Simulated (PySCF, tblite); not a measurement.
# C5H9BO2: geometry, infrared bands and NMR shifts

What infrared bands and NMR shifts should C5H9BO2 (`C=C(C)C(=C)B(O)O`) show?

Programs: tblite 0.8.0 and PySCF 2.14.0, with density-fitted response routines of our own. Each step states its level of theory. These are calculated values for one molecule in the gas phase, unless marked as measured. Atoms are numbered from 0 throughout.

**1. The starting structure**

17 atoms, charge 0, multiplicity 1; geometry from: force field or distance geometry start.

Bonds of the start (Å): C0–C1 1.33, C1–C2 1.50, C1–C3 1.46, C3–C4 1.33, C3–B5 1.55, B5–O6 1.44, B5–O7 1.49, C0–H8 1.08, C0–H9 1.10, C2–H10 1.11, C2–H11 1.11, C2–H12 1.11, C4–H13 1.11, C4–H14 1.09, O6–H15 0.97, O7–H16 1.01.

**2. Geometry optimisation with GFN2-xTB**

What the job is given:

```
{"job": {"kind": "relax", "xc": "GFN2-xTB", "basis": "xTB"}, "charge": 0, "multiplicity": 1}
C     -0.988200    -1.353400    -0.690700
C      0.174800    -0.748300    -0.447500
C      1.384400    -1.444900    -0.984700
C      0.266300     0.495400     0.316900
C      1.448900     1.043400     0.559100
B     -1.044900     1.128000     0.854400
O     -1.805700     1.971800    -0.027400
O     -1.100100     1.335600     2.325000
H     -1.019800    -2.273400    -1.258200
H     -1.902300    -0.882000    -0.301200
H      1.126500    -2.431400    -1.427800
H      1.797300    -0.804100    -1.786100
H      2.127300    -1.512400    -0.169200
H      2.309200     0.497100     0.121500
H      1.575600     1.971600     1.111700
H     -2.283100     1.454700    -0.698300
H     -2.073200     1.564100     2.492600
```

Command:

```console
$ OMP_NUM_THREADS=1 python probes_run.py task.json out
```

One launch serves the whole session: the jobs run in the order shown.

**Question.** This job is followed by: GFN2-xTB harmonic vibrations, gas phase; GIAO PBE0/pcSseg-1 NMR shielding, non-relativistic, gas phase. What will the session give for the following? strongest single infrared mode (GFN2-xTB); zero-point energy (GFN2-xTB); 13C shifts against TMS (PBE0/pcSseg-1); 1H shifts against TMS (PBE0/pcSseg-1, means over atoms taken as alike); 11B shifts against BF3·OEt2 (PBE0/pcSseg-1); 17O shifts against H2O (PBE0/pcSseg-1, means over atoms taken as alike); surface potential, 1st and 99th percentile.

**Answer**, as computed:

```
                                                               quantity                                   value
                              strongest single infrared mode (GFN2-xTB)                   1230 cm⁻¹, 356 km/mol
                                           zero-point energy (GFN2-xTB)                           83.8 kcal/mol
                                 13C shifts against TMS (PBE0/pcSseg-1)    159.5, 154.0, 137.6, 116.8, 27.0 ppm
 1H shifts against TMS (PBE0/pcSseg-1, means over atoms taken as alike)  6.59, 6.17, 5.34, 4.89, 4.58, 2.09 ppm
                            11B shifts against BF3·OEt2 (PBE0/pcSseg-1)                                24.3 ppm
17O shifts against H2O (PBE0/pcSseg-1, means over atoms taken as alike)                               116.0 ppm
                                  surface potential, 1st and 99th percentile                      -1.27 V and 1.84 V
```

**Reading.** The optimisation took 140 steps and gained 1.246 eV; among the close pairs (by a distance rule), B5–O7 changed most, from 1.486 to 1.350 Å. All 45 modes are real, so the xTB geometry is a minimum. The strongest single mode, at 1230 cm⁻¹, moves mainly B5. GFN2-xTB is a fitted tight-binding method: band positions and strengths are rough. Its intensities can rank the bands wrongly. At PBE0/pcSseg-1, counted by nearest atom on the grid, the HOMO lies on C0 27 %; C1, C4 about 18 % each, the LUMO on C4 25 %; C3 18 %.
